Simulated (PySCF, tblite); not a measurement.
# C₃H₉B₃OSi: geometry, infrared bands and NMR shifts

What infrared bands and NMR shifts should C₃H₉B₃OSi (`BCB(C#C[SiH3])OB`) show?

Computed with tblite 0.8.0 and PySCF 2.14.0, with density-fitted response routines of our own, on a single molecule in the gas phase. Atoms count from 0, in the outputs and in this text.

## Step 1: The molecule as given

17 atoms, charge 0, multiplicity 1; geometry from: force field or distance geometry start.

Bonds of the start (Å): B0–C1 1.59, C1–B2 1.60, B2–C3 1.56, C3–C4 1.21, C4–Si5 1.83, B2–O6 1.45, O6–B7 1.48, B0–H8 1.18, B0–H9 1.19, C1–H10 1.09, C1–H11 1.13, Si5–H12 1.49, Si5–H13 1.45, Si5–H14 1.48, B7–H15 1.19, B7–H16 1.20.

## Step 2: Geometry optimisation with GFN2-xTB

The job: settings as JSON, then the geometry in Å.

```
{"job": {"kind": "relax", "xc": "GFN2-xTB", "basis": "xTB"}, "charge": 0, "multiplicity": 1}
B      0.395400     2.350500    -0.019400
C      1.613700     1.358100     0.192300
B      1.064500    -0.121900    -0.073000
C     -0.471400    -0.391300    -0.009700
C     -1.658900    -0.609500     0.061300
Si    -3.462700    -0.896900     0.120100
O      1.856200    -1.093200    -0.809600
B      2.592500    -1.862700     0.214200
H      0.576700     3.430200    -0.453200
H     -0.726400     1.994100     0.158900
H      2.443800     1.631700    -0.466300
H      1.893400     1.423500     1.285200
H     -4.089400    -0.068300     1.191300
H     -3.662900    -2.299400     0.441700
H     -4.056300    -0.484300    -1.174900
H      3.768600    -1.796500     0.356600
H      1.916200    -2.551900     0.923000
```

Command:

```sh
OMP_NUM_THREADS=1 python probes_run.py task.json out
```

One launch serves the whole session: the jobs run in the order shown.

**Question.** This job is followed by: GFN2-xTB harmonic vibrations, gas phase; GIAO PBE0/pcSseg-1 NMR shielding, non-relativistic, gas phase. Predict these results of the whole session: strongest single infrared mode (GFN2-xTB); zero-point energy (GFN2-xTB); ¹³C shifts against TMS (PBE0/pcSseg-1); ¹H shifts against TMS (PBE0/pcSseg-1, means over atoms taken as alike); ¹¹B shifts against BF3·OEt2 (PBE0/pcSseg-1); ²⁹Si shifts against TMS (PBE0/pcSseg-1); ¹⁷O shifts against H2O (PBE0/pcSseg-1).

As calculated:

| quantity | value |
| --- | --- |
| strongest single infrared mode (GFN2-xTB) | 793 cm⁻¹, 573 km/mol |
| zero-point energy (GFN2-xTB) | 68.8 kcal/mol |
| ¹³C shifts against TMS (PBE0/pcSseg-1) | 123.7, 114.7, 49.5 ppm |
| ¹H shifts against TMS (PBE0/pcSseg-1, means over atoms taken as alike) | 7.99, 5.45, 4.30, 2.89 ppm |
| ¹¹B shifts against BF3·OEt2 (PBE0/pcSseg-1) | 86.5, 40.5, 28.9 ppm |
| ²⁹Si shifts against TMS (PBE0/pcSseg-1) | -98.7 ppm |
| ¹⁷O shifts against H2O (PBE0/pcSseg-1) | 323.0 ppm |

**Reading.** The optimisation took 199 steps and gained 1.946 eV; among the close pairs (by a distance rule), O6–B7 changed most, from 1.477 to 1.296 Å. The lowest mode is slightly imaginary (12i cm⁻¹), a soft motion within the noise of the Hessian, so the minimum is not strictly shown. The strongest single mode, at 793 cm⁻¹, is carried by H12, H13, H14, Si5. GFN2-xTB is a fitted tight-binding method: band positions and strengths are rough. Its intensities can rank the bands wrongly. At PBE0/pcSseg-1: The widest tensor belongs to C3: span 315 ppm, with a paramagnetic part of -199 ppm.
